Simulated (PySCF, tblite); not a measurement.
# C4H4F2O4: geometry, infrared bands and NMR shifts

Aim: predict the infrared bands and NMR shifts of C4H4F2O4 (`O=CO[C@@H]1O[C@@H]1OC(F)F`).

Programs: tblite 0.8.0 and PySCF 2.14.0, with density-fitted response routines of our own. Each step states its level of theory. These are calculated values for one molecule in the gas phase, unless marked as measured. Atoms are numbered from 0 throughout.

## Step 1: The molecule as given

14 atoms, charge 0, multiplicity 1; geometry from: force field or distance geometry start.

Bonds of the start (Å): O0–C1 1.27, C1–O2 1.40, O2–C3 1.42, C3–O4 1.40, O4–C5 1.43, C5–O6 1.37, O6–C7 1.39, C7–F8 1.38, C7–F9 1.38, C5–C3 1.50, C1–H10 1.10, C3–H11 1.11, C5–H12 1.09, C7–H13 1.11.

## Step 2: Optimising the geometry with GFN2-xTB

Job settings and geometry (Å):

```
{"job": {"kind": "relax", "xc": "GFN2-xTB", "basis": "xTB"}, "charge": 0, "multiplicity": 1}
O      3.290800    -0.093200    -0.997600
C      2.782500    -1.060900    -0.343100
O      1.626300    -0.886100     0.420100
C      1.036200     0.400500     0.390100
O      0.510400     0.932600     1.571200
C     -0.440200     0.602000     0.562200
O     -1.261500    -0.400900     1.010900
C     -2.542400    -0.071600     0.597500
F     -3.280600     0.193800     1.732300
F     -3.134800    -1.055500    -0.174300
H      3.271000    -2.046800    -0.349600
H      1.533000     1.192900    -0.209800
H     -0.908100     1.412800     0.013300
H     -2.483300     0.879900     0.034800
```

Run with:

```sh
OMP_NUM_THREADS=1 python probes_run.py task.json out
```

One launch serves the whole session: the jobs run in the order shown.

**Question.** This job is followed by: GFN2-xTB harmonic vibrations, gas phase; GIAO PBE0/pcSseg-1 NMR shielding, non-relativistic, gas phase. Predict these results of the whole session: strongest single infrared mode (GFN2-xTB); zero-point energy (GFN2-xTB); 13C shifts against TMS (PBE0/pcSseg-1); 1H shifts against TMS (PBE0/pcSseg-1); 17O shifts against H2O (PBE0/pcSseg-1); 19F shifts against CFCl3 (PBE0/pcSseg-1); surface potential, 1st and 99th percentile.

**Answer**, as computed:

```
                                 quantity                          value
strongest single infrared mode (GFN2-xTB)          1803 cm⁻¹, 505 km/mol
             zero-point energy (GFN2-xTB)                  53.8 kcal/mol
   13C shifts against TMS (PBE0/pcSseg-1)   164.3, 119.7, 77.9, 73.3 ppm
    1H shifts against TMS (PBE0/pcSseg-1)     8.21, 6.71, 6.05, 4.87 ppm
   17O shifts against H2O (PBE0/pcSseg-1)  443.7, 224.8, 118.1, 71.4 ppm
 19F shifts against CFCl3 (PBE0/pcSseg-1)              -95.9, -110.6 ppm
    surface potential, 1st and 99th percentile             -1.15 V and 1.61 V
```

In words: Over 170 steps the energy fell by 1.293 eV; of the close pairs, O0–C1 changed most, 1.274 to 1.189 Å. No mode is imaginary among the 36: a minimum at this level. The strongest single mode, at 1803 cm⁻¹, moves mainly C1 and O0. Unscaled tight-binding wavenumbers are off by several per cent, some by more. Its intensities can rank the bands wrongly. At PBE0/pcSseg-1: The largest span, 711 ppm, is at O0, where the paramagnetic term is -508 ppm. At PBE0/pcSseg-1, counted by nearest atom on the grid, the HOMO lies on O4, O6 about 20 % each; C3, C5 about 13 % each, the LUMO on C1 45 %; O0 29 %.
